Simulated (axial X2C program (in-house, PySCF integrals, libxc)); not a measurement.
**A two-component session on InH⁺: properties at the nuclei**

Wanted for InH⁺: properties at the nuclei, at the two-component level.

Computed with an in-house X2C program for linear molecules on PySCF integrals. Level: two-component X2C with atomic mean-field terms, In dyall-cv3z, H dyall-v3z.

All values are calculated.

## (1) Set-up

The input, task.json:

```json
{
 "zs": [
  49,
  1
 ],
 "q": 1,
 "bas": [
  "dyall-cv3z",
  "dyall-v3z"
 ],
 "r0": 1.74,
 "levels": [
  "PBE0",
  "HF",
  "BHandHLYP",
  "r2SCAN",
  "PBE50"
 ],
 "nst": 3
}
```

Keys: zs atomic numbers; q charge; bas basis sets; r0 starting distance in Å; levels methods (HF also brings MP2); nst determinants followed.

Launch:

```sh
$ python soeom.py task.json out
```

After this run come: Expectation values, lowest determinant.

**Question.** What will these runs give? Wanted: lowest determinant; Eeff magnitude; Ws magnitude In; A∥/gI In; qzz In.

**Answer**, as computed:

| quantity | value |
| --- | --- |
| lowest determinant | Ω = 1/2 (excess of +ω over −ω: ω = 1/2) |
| Eeff magnitude (GV/cm), PBE0 | 16.9 |
| Ws magnitude In (kHz), PBE0 | 19.5 |
| A∥/gI In (MHz), PBE0 | 3280 |
| qzz In (a.u.), PBE0 | -3.70 |

**Reading.** In the first state, the effective field runs from 16.9 to 22.3 GV/cm over the mean-field levels. The expectation values come from single determinants, which for open shells can mix terms of unlike spin or miss the lowest Ω, so a determinant need not be a state. Eeff is the effective electric field on the electron dipole moment in this Ω state and Ws the scalar–pseudoscalar constant (defined with the proton number Z and per Ω); A∥ is the parallel hyperfine constant, which follows by multiplying with the nuclear g factor gI = μI/(I μN); qzz is the electric field gradient, eQq0 = 234.96 MHz × Q/barn × qzz. The operators were transformed with the bare-nucleus X2C matrices.
